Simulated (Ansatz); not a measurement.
# GePt: the cost of one run

Program: Ansatz 0.2.0. Level of theory: DFT PBE, scalar-relativistic, plane waves, PAW. These are calculated values, not measurements.

## 1. The structure to begin with

The structure is orthorhombic, space group Pnma (No. 62). Conventional cell: a = 5.732 Å, b = 3.701 Å, c = 6.088 Å, α = 90.00°, β = 90.00°, γ = 90.00°. Ge (site symmetry m) has 6 Pt at 2.50 to 2.63 Å in its first shell of neighbours. Pt (site symmetry m) is surrounded by 6 Ge at 2.50 to 2.63 Å.

As a file:

```xyz
8
Lattice="5.7320 0.0000 0.0000 0.0000 3.7010 0.0000 0.0000 0.0000 6.0880" Properties=species:S:1:pos:R:3 pbc="T T T"
Ge    4.6143    2.7757    3.5919
Ge    1.1177    0.9252    2.4961
Ge    3.9837    0.9252    0.5479
Ge    1.7483    2.7757    5.5401
Pt    5.6747    2.7757    1.1872
Pt    0.0573    0.9252    4.9008
Pt    2.9233    0.9252    4.2312
Pt    2.8087    2.7757    1.8568
```

The structure comes from the Crystallography Open Database.

(A quick probe on a coarse mesh, which set the mesh and smearing, is not shown.)

## 3. The relaxation

input.yaml

```yaml
crystal:
  lattice:
    - [5.7319994731, 0.0, 0.0]
    - [0.0, 3.7009996598, 0.0]
    - [0.0, 0.0, 6.0879994404]
  atoms:
    - { symbol: Ge, position: [0.805, 0.75, 0.59] }
    - { symbol: Ge, position: [0.195, 0.25, 0.41] }
    - { symbol: Ge, position: [0.695, 0.25, 0.09] }
    - { symbol: Ge, position: [0.305, 0.75, 0.91] }
    - { symbol: Pt, position: [0.99, 0.75, 0.195] }
    - { symbol: Pt, position: [0.01, 0.25, 0.805] }
    - { symbol: Pt, position: [0.51, 0.25, 0.695] }
    - { symbol: Pt, position: [0.49, 0.75, 0.305] }
basis:
  ecutwfc: 420
kpoints:
  mp_grid: { grid: [6, 10, 6] }
hamiltonian:
  xc: pbe
scf:
  occupations: { method: gaussian, width: 0.1 }
output:
  forces: true
  stress: true
  eigenvalues: true
  write_density: true
  write_potential: true
  elf: true
  volumetric_format: npy
relax:
  adjacent_minimum: "off"
  f_tol: 0.005
  max_steps: 80
  cell: { stress_tol: 0.05 }
```

Started as:

```
ansatz run input.yaml --threads 8 --pin off --max-ram 15360MiB --backend cpu --events-out ev --progress --plain --runs-dir out
```

Q: Estimate wall time and peak memory on 8 threads of Arm Neoverse N1, shared host.

About 2 min, with a peak of 1.2 GiB.
